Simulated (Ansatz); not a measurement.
# CH₇Ga (built from SMILES C.[GaH3]): a barrier at many levels of theory

Aim: the barrier and energy of one elementary step (Ga1–C6 formed, H2–H5 formed, Ga1–H2 broken, H5–C6 broken) from LDA up to coupled cluster, on fixed structures, to see where each rung fails.

Program: Ansatz 0.2.0, Gaussian basis. Level of theory: single points in def2-TZVPP on PBE0-D4/def2-TZVP structures. These are calculated values, not measurements.

Levels: SPW92, PBE-D4, BLYP-D4, r2SCAN-D4, B97M-V, PBE0-D4, B3LYP-D4, r2SCAN0-D4, BHLYP-D4, CAM-B3LYP-D4, wB97X-V, wB97M-V, B2PLYP, PBE-QIDH, RPA on PBE, Hartree-Fock, MP2, CCSD, CCSD(T). The reference is CCSD(T) at the basis limit, from triple and quadruple zeta. Zero-point energies come from PBE0-D4 vibrations.

Cores are frozen in the correlated methods. Filled d shells of the heavier atoms are correlated. B3LYP uses VWN-RPA correlation. B2PLYP carries no dispersion term here.

22 further runs of the same task are left out: 22 set aside as unsound or not needed.

**1. The three structures**

Charge 0, multiplicity 1. The folders r, ts and p hold the start, the saddle and the end; their coordinates stand in the first inputs.

| pair | r (Å) | ts (Å) | p (Å) |
| --- | --- | --- | --- |
| Ga1–C6 | 2.978 | 2.199 | 1.972 |
| H2–H5 | 2.523 | 1.073 | 0.753 |
| Ga1–H2 | 1.570 | 1.754 | 2.396 |
| H5–C6 | 1.095 | 1.501 | 2.942 |

**2. wB97M-V/def2-TZVPP**

r/in.yaml

```yaml
crystal:
  periodic: [false, false, false]
  atoms:
    - {symbol: Ga, position_ang: [-1.008286, 0.980360, -0.848551]}
    - {symbol: H, position_ang: [0.160206, 1.845924, -1.439793]}
    - {symbol: H, position_ang: [-1.546267, -0.255799, -1.650033]}
    - {symbol: H, position_ang: [-1.718126, 1.429129, 0.476159]}
    - {symbol: H, position_ang: [1.105565, 0.033256, 0.039260]}
    - {symbol: C, position_ang: [0.817347, -0.798681, 0.690600]}
    - {symbol: H, position_ang: [1.210961, -0.601257, 1.686402]}
    - {symbol: H, position_ang: [-0.265909, -0.919084, 0.761771]}
    - {symbol: H, position_ang: [1.244511, -1.713847, 0.284086]}
basis:
  gaussian: {orbitals: def2-TZVPP}
hamiltonian: {xc: {name: wB97M-V}}
```

ts/in.yaml

```yaml
crystal:
  periodic: [false, false, false]
  atoms:
    - {symbol: Ga, position_ang: [-0.901760, 0.561810, -0.514070]}
    - {symbol: H, position_ang: [0.614897, 1.305711, -0.986099]}
    - {symbol: H, position_ang: [-1.401511, -0.252597, -1.733588]}
    - {symbol: H, position_ang: [-1.575135, 1.522060, 0.498157]}
    - {symbol: H, position_ang: [0.755533, 0.479149, -0.317213]}
    - {symbol: C, position_ang: [0.525806, -0.695351, 0.589488]}
    - {symbol: H, position_ang: [1.107417, -0.254375, 1.400973]}
    - {symbol: H, position_ang: [-0.271462, -1.284610, 1.050509]}
    - {symbol: H, position_ang: [1.146213, -1.381797, 0.011743]}
basis:
  gaussian: {orbitals: def2-TZVPP}
hamiltonian: {xc: {name: wB97M-V}}
```

p/in.yaml

```yaml
crystal:
  periodic: [false, false, false]
  atoms:
    - {symbol: Ga, position_ang: [-0.879505, 0.228625, -0.243265]}
    - {symbol: H, position_ang: [0.662428, 1.712007, -1.321025]}
    - {symbol: H, position_ang: [-1.349753, -0.172440, -1.690525]}
    - {symbol: H, position_ang: [-1.497322, 1.511359, 0.427253]}
    - {symbol: H, position_ang: [1.148552, 1.280987, -0.939872]}
    - {symbol: C, position_ang: [0.317905, -0.955038, 0.782605]}
    - {symbol: H, position_ang: [0.905427, -0.405953, 1.520289]}
    - {symbol: H, position_ang: [-0.297468, -1.677779, 1.328460]}
    - {symbol: H, position_ang: [0.989737, -1.521768, 0.135978]}
basis:
  gaussian: {orbitals: def2-TZVPP}
hamiltonian: {xc: {name: wB97M-V}}
```

The command line of these runs was not kept.

After this run come: CCSD(T)/def2-TZVPP; MP2/def2-QZVPP; Vibrations of the start structure; Vibrations of the end structure.

Q: Predict the outcome of this session. Wanted: barrier, CCSD(T)/CBS; reverse barrier, CCSD(T)/CBS; step energy, CCSD(T)/CBS; barrier with zero-point energy; step energy with zero-point energy; imaginary mode at the saddle; largest T1 diagnostic.

The runs gave:

```
                          quantity          value
              barrier, CCSD(T)/CBS  39.9 kcal/mol
      reverse barrier, CCSD(T)/CBS  32.0 kcal/mol
          step energy, CCSD(T)/CBS  +7.9 kcal/mol
    barrier with zero-point energy  38.4 kcal/mol
step energy with zero-point energy  +5.4 kcal/mol
      imaginary mode at the saddle     1424i cm⁻¹
             largest T1 diagnostic          0.013
```

What this shows: The functionals run from PBE-QIDH, off by +0.1 kcal/mol, to SPW92, off by -13.3 kcal/mol, against CCSD(T)/CBS. Mean unsigned error by rung: LDA 13.3, GGA 3.4, meta-GGA 2.3, hybrid 2.7, range-separated hybrid 2.1, double hybrid 1.1 kcal/mol. PBE-D4 gives a barrier 5.9 kcal/mol too low, outside chemical accuracy (1 kcal/mol). The barrier rises with the share of exact exchange, from BLYP-D4 through B3LYP-D4 to BHLYP-D4 (-0.9, +1.4, +5.9 kcal/mol). Hartree-Fock, with no correlation, is off by +17.5 kcal/mol. Zero-point motion lowers the barrier by 1.4 kcal/mol. The start and the end structure keeps an imaginary mode: no true minimum.
